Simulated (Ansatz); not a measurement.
Predict the output of the script below (the Python package of Ansatz (0.2.0)).

Contents of `ru.extxyz`:
```text
2
Lattice="2.7058 0.0 0.0 -1.3529 2.34329154 0.0 0.0 0.0 4.2819" Properties=species:S:1:pos:R:3 pbc="T T T"
Ru   -0.00000000    1.56219436    1.07047500
Ru    1.35290000    0.78109718    3.21142500
```

`run_dfpt.py`
```python
# -*- coding: utf-8 -*-
"""Zone-centre and zone-boundary phonons of Ru by linear response."""

from pathlib import Path

import ansatz as az
import numpy as np

XC = "PBEsol"
SCF_TOL = 1e-10
WIDTH_EV = 0.1
KMESH = (14, 14, 8)


def main():
    cell = az.Crystal.from_extxyz("ru.extxyz")

    calculation = (
        cell.calculation()
        .pseudopotentials("paw")
        .functional(XC)
        .scf(tolerance=SCF_TOL)
        .occupations(az.OccupationsMethod.FERMI_DIRAC, width=WIDTH_EV)
        .kpoints(*KMESH)
        .phonons("dfpt", points=[(0, 0, 0), (0.5, 0.5, 0.5), (0.5, 0, 0.5)])
    )
    done = calculation.run(threads=1, runs_dir="runs")
    ph = done.phonons

    for q in ph.qpoints:
        print("q =", np.round(q.q_frac, 3), "1/cm:", " ".join(f"{w:.1f}" for w in q.omega_inv_cm))


if __name__ == "__main__":
    main()
```

```console
$ python run_dfpt.py
DeckWarning: basis.ecutwfc = 420 eV, auto-derived from the records' recommended cutoffs: set by Ru (normal level)
q = [0. 0. 0.] 1/cm: -0.0 -0.0 0.0 189.9 189.9 249.4
q = [0.5 0.5 0.5] 1/cm: 156.2 156.2 178.5 178.5 243.9 243.9
q = [0.5 0.  0.5] 1/cm: 156.2 156.2 178.5 178.5 243.9 243.9
```
(Warnings from the package without file and line.)

Reading the output:
- The cell isn't relaxed first, so the values belong to this volume.
- The structure is taken as given; imaginary modes can come from an unrelaxed or unstable start. Phonons of metals also depend on mesh and smearing.
- Timing: 2.7 min on 1 thread of Arm Neoverse V2, with other jobs on the host, peak memory 1 GiB.
